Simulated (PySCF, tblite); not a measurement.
# ethyldimethoxyborane (C₄H₁₁BO₂): geometry, infrared bands, NMR shifts, spin-spin couplings, electronic excitations and core binding energies

Aim: predict the infrared bands, NMR shifts, spin-spin couplings, electronic excitations and core binding energies of ethyldimethoxyborane (C₄H₁₁BO₂) (`CCB(OC)OC`).

The runs use tblite 0.8.0 and PySCF 2.14.0, with density-fitted response routines of our own; the level of theory stands in each step. All values are computed, except where a source is named. Atoms are numbered from 0 throughout.

## (1) Starting geometry

18 atoms, charge 0, multiplicity 1; geometry from: GFN2-xTB.

Bonds of the start (Å): C0–C1 1.53, C1–B2 1.60, B2–O3 1.37, O3–C4 1.40, B2–O5 1.35, O5–C6 1.41, C0–H7 1.09, C0–H8 1.09, C0–H9 1.09, C1–H10 1.09, C1–H11 1.09, C4–H12 1.09, C4–H13 1.09, C4–H14 1.09, C6–H15 1.09, C6–H16 1.09, C6–H17 1.09.

## (2) Infrared spectrum with GFN2-xTB

Job settings and geometry (Å):

```
{"job": {"kind": "ir", "xc": "GFN2-xTB", "basis": "xTB"}, "charge": 0, "multiplicity": 1}
C     -0.540501     2.376890    -0.086302
C      0.518528     1.276331    -0.117221
B     -0.071212    -0.201158    -0.316706
O      0.709309    -1.322855    -0.364907
C      2.107813    -1.298771    -0.254121
O     -1.404858    -0.342768    -0.453235
C     -2.035942    -1.590894    -0.632730
H     -0.081179     3.354782     0.046955
H     -1.237065     2.204419     0.729098
H     -1.106139     2.380082    -1.013561
H      1.230071     1.492532    -0.919589
H      1.095687     1.314749     0.811284
H      2.556936    -0.695506    -1.048374
H      2.460390    -2.327703    -0.341169
H      2.418998    -0.890529     0.711729
H     -2.891969    -1.439858    -1.292845
H     -1.351620    -2.320279    -1.068038
H     -2.386004    -1.963148     0.333315
```

**Question.** This job is followed by: PBE0-D3(BJ)/def2-SVP geometry optimisation, gas phase; GIAO PBE0/pcSseg-1 NMR shielding, non-relativistic, gas phase; B3LYP/pcJ-1 indirect spin-spin coupling, non-relativistic, gas phase; TDDFT CAM-B3LYP/def2-SVPD, vertical, gas phase, core orbitals frozen in the response; GIAO wB97X-D/pcSseg-1 NMR shielding, non-relativistic, gas phase; delta-SCF UKS SCAN, pcX-2 on the ionised atom, pcseg-1 elsewhere, spin-free X2C. What will the session give for the following? strongest single infrared mode (GFN2-xTB); zero-point energy (GFN2-xTB); point group; rotational constants (main isotopes); 13C shifts against TMS (PBE0/pcSseg-1, means over atoms taken as alike); 1H shifts against TMS (PBE0/pcSseg-1, means over atoms taken as alike); 11B shifts against BF3·OEt2 (PBE0/pcSseg-1); 17O shifts against H2O (PBE0/pcSseg-1, means over atoms taken as alike); largest coupling of the table (B3LYP/pcJ-1); lowest singlet (CAM-B3LYP/def2-SVPD); brightest single state of those computed; lowest triplet; vertical ionisation energy (ΔSCF); C1s binding energies, SCAN/pcX-2; B1s binding energies, SCAN/pcX-2; O1s binding energies, SCAN/pcX-2; range of the shift of O3.

The runs gave:

| quantity | value |
| --- | --- |
| strongest single infrared mode (GFN2-xTB) | 1275 cm⁻¹, 414 km/mol |
| zero-point energy (GFN2-xTB) | 94.9 kcal/mol |
| point group | C1 |
| rotational constants (main isotopes) | 2.62, 2.31, 1.27 GHz |
| 13C shifts against TMS (PBE0/pcSseg-1, means over atoms taken as alike) | 51.6, 9.5, 7.3 ppm |
| 1H shifts against TMS (PBE0/pcSseg-1, means over atoms taken as alike) | 3.56, 0.92, 0.56 ppm |
| 11B shifts against BF3·OEt2 (PBE0/pcSseg-1) | 30.4 ppm |
| 17O shifts against H2O (PBE0/pcSseg-1, means over atoms taken as alike) | 103.8 ppm |
| largest coupling of the table (B3LYP/pcJ-1) | 1J(C,H) C4–H12, 147.4 Hz |
| lowest singlet (CAM-B3LYP/def2-SVPD) | 7.62 eV (163 nm), f = 0.000 |
| brightest single state of those computed | state 6, 8.60 eV, f = 0.157 |
| lowest triplet | 7.48 eV |
| vertical ionisation energy (ΔSCF) | 10.37 eV |
| C1s binding energies, SCAN/pcX-2 | C4 292.41, C0 290.24, C1 289.92 eV |
| B1s binding energies, SCAN/pcX-2 | B2 196.49 eV |
| O1s binding energies, SCAN/pcX-2 | O3 538.33 eV |
| range of the shift of O3 | 95.6 to 103.8 ppm |

In words: No mode is imaginary among the 48: a minimum at this level. The strongest single mode, at 1275 cm⁻¹, moves mainly B2 and O5. GFN2-xTB is a fitted tight-binding method: band positions and strengths are rough. Its intensities can rank the bands wrongly. The optimisation took 4 steps and gained 0.047 eV; among the close pairs (by a distance rule), C1–B2 changed most, from 1.603 to 1.579 Å. H12, H13, H14, H15, H16, H17 (mean) (hydrogen on a methyl carbon bonded to O) lies farthest downfield among hydrogen, at 3.56 ppm; its carbon carries O, hence the downfield position. Of the pairs tabulated at B3LYP/pcJ-1, C4–H12 (mean over like pairs) couples most strongly (147.4 Hz; Fermi contact 146.3 Hz). Couplings across rotatable bonds belong to this one conformer; where others are populated, the observed values are averages. The first singlet state (HOMO→LUMO 0.89) lies at 7.62 eV and is dark; of the 10 states computed, the strongest absorption comes from state 6 at 8.60 eV. The lowest triplet lies 0.14 eV below the lowest singlet (triplets in Tamm-Dancoff, singlets in full TDDFT). The orbital energy would give 9.58 eV for ionisation, ΔSCF gives 10.37 eV. C4 (methyl carbon bonded to O) binds its C1s electron 2.49 eV more tightly than C1 (sp3 CH2 bonded to B). In ppm, O3 (with its like atoms) moves most: its shift spreads over 8.2 ppm, from 95.6 (wB97X-D/pcSseg-1) to 103.8 (PBE0/pcSseg-1).
